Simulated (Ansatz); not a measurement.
**C₃H₅Cl₂Ga: ionisation energy by level of theory**

Aim: the vertical ionisation energy of C₃H₅Cl₂Ga, as cation minus neutral at the neutral's geometry, on several levels, and how well −ε(HOMO) stands in for it.

Method: unrestricted cation, the program's frozen cores in correlated methods; program: Ansatz 0.2.0, Gaussian basis.

Levels to be run: UKS PBE-D4/def2-TZVPP; UKS r2SCAN-D4/def2-TZVPP; UKS PBE0-D4/def2-TZVPP; UKS B3LYP-D4/def2-TZVPP; UKS wB97X-V/def2-TZVPP; UKS wB97M-V/def2-TZVPP; UKS B2PLYP/def2-TZVPP; UHF-CCSD(T)/def2-TZVPP; UHF-MP2/def2-QZVPP; extrapolation to the limit; then −ε(HOMO) from the neutral's earlier runs with LDA (SPW92), PBE-D4, revPBE-D4, BLYP-D4, r2SCAN-D4, B97M-V, PBE0-D4, B3LYP-D4, r2SCANh-D4, r2SCAN0-D4, HSE06-D4, BHLYP-D4, CAM-B3LYP-D4, LC-ωPBE, ωB97X-V, ωB97M-V.

## 1. Structure used throughout

The geometry comes from an earlier relaxation with PBE0-D4 in a triple-zeta def2 set; it is a stationary point, not always the lowest conformer.

11 atoms, charge 0, spin multiplicity 1.

Atoms are counted from 1 here; the program's logs count them from 0.

Bond lengths: C1–C2 1.326 Å, C1–H7 1.083 Å, C1–H8 1.089 Å, C2–C3 1.495 Å, C2–H9 1.089 Å, C3–Ga4 1.959 Å, C3–H10 1.094 Å, C3–H11 1.095 Å, Ga4–Cl5 2.138 Å, Ga4–Cl6 2.139 Å. Angles: C2–C1–H7 121.5°, C2–C1–H8 122.6°, H7–C1–H8 115.8°, C1–C2–C3 126.5°, C1–C2–H9 118.1°, C3–C2–H9 115.4°, C2–C3–Ga4 112.3°, C2–C3–H10 110.6°, C2–C3–H11 110.6°, Ga4–C3–H10 107.4°, Ga4–C3–H11 109.1°, H10–C3–H11 106.7°, C3–Ga4–Cl5 122.2°, C3–Ga4–Cl6 124.1°, Cl5–Ga4–Cl6 113.7°.

Coordinates:

```xyz
11
C3H5Cl2Ga
C    -0.77568   -0.44352   -1.39533
C    -0.22081   -1.13059   -0.40688
C     0.32235   -0.57257    0.86987
Ga    0.55450    1.37131    0.79382
Cl    2.45307    2.27841    0.41444
Cl   -1.02581    2.78127    1.09371
H    -1.15602   -0.93445   -2.28298
H    -0.89731    0.63828   -1.36199
H    -0.15260   -2.21286   -0.50924
H     1.29912   -1.01028    1.09573
H    -0.33531   -0.82199    1.70945
```

## 2. Cation, UKS PBE-D4/def2-TZVPP

Contents of in.yaml:

```yaml
crystal:
  periodic: [false, false, false]
  atoms:
    - {symbol: C, position_ang: [-0.775679, -0.443522, -1.395330]}
    - {symbol: C, position_ang: [-0.220806, -1.130593, -0.406881]}
    - {symbol: C, position_ang: [0.322348, -0.572570, 0.869868]}
    - {symbol: Ga, position_ang: [0.554497, 1.371308, 0.793822]}
    - {symbol: Cl, position_ang: [2.453065, 2.278411, 0.414438]}
    - {symbol: Cl, position_ang: [-1.025809, 2.781268, 1.093714]}
    - {symbol: H, position_ang: [-1.156020, -0.934448, -2.282976]}
    - {symbol: H, position_ang: [-0.897308, 0.638275, -1.361988]}
    - {symbol: H, position_ang: [-0.152604, -2.212861, -0.509241]}
    - {symbol: H, position_ang: [1.299124, -1.010282, 1.095727]}
    - {symbol: H, position_ang: [-0.335310, -0.821987, 1.709446]}
basis:
  gaussian: {orbitals: def2-TZVPP}
total_charge: 1
magnetization: {spin_polarized: true, initial_magnetization: 1}
hamiltonian: {xc: pbe, dispersion: d4}
```

Started as:

```bash
> ansatz run in.yaml --threads 2 --pin off --events-out ev --progress --plain --max-ram 32768MiB --backend cuda --devices 0, --max-vram 18GiB
```

Further steps of the session: Cation, UKS r2SCAN-D4/def2-TZVPP; Cation, UKS PBE0-D4/def2-TZVPP; Cation, UKS B3LYP-D4/def2-TZVPP; Cation, UKS wB97X-V/def2-TZVPP; Cation, UKS wB97M-V/def2-TZVPP; Cation, UKS B2PLYP (frozen core)/def2-TZVPP; Cation, UHF-CCSD(T)/def2-TZVPP; Cation, UHF-MP2/def2-QZVPP.

**Question.** What will the summary of the whole plan be? Wanted: ionisation energy, CCSD(T)/CBS; nearest functional by difference; nearest −ε(HOMO); −ε(HOMO) of PBE; T1 of the cation.

The runs gave:

| quantity | value |
| --- | --- |
| ionisation energy, CCSD(T)/CBS | 10.48 eV |
| nearest functional by difference | ωB97X-V (-0.29 eV) |
| nearest −ε(HOMO) | ωB97X-V (-0.12 eV) |
| −ε(HOMO) of PBE | 6.86 eV |
| T1 of the cation | 0.029 |

What this shows: By cation minus neutral, the functionals miss by 0.91 eV at most. The PBE orbital energy is 3.6 eV too small: a semilocal HOMO is no ionisation energy. Among orbital estimates ωB97X-V comes nearest. Hartree-Fock falls 1.60 eV short, as the neutral has more correlation energy than the cation. Correlated methods include outer-core shells of Ga, which these sets cover unevenly. With outer-core shells in play the reference is unsure by up to some tenths of an eV, so close misses can't be ranked.
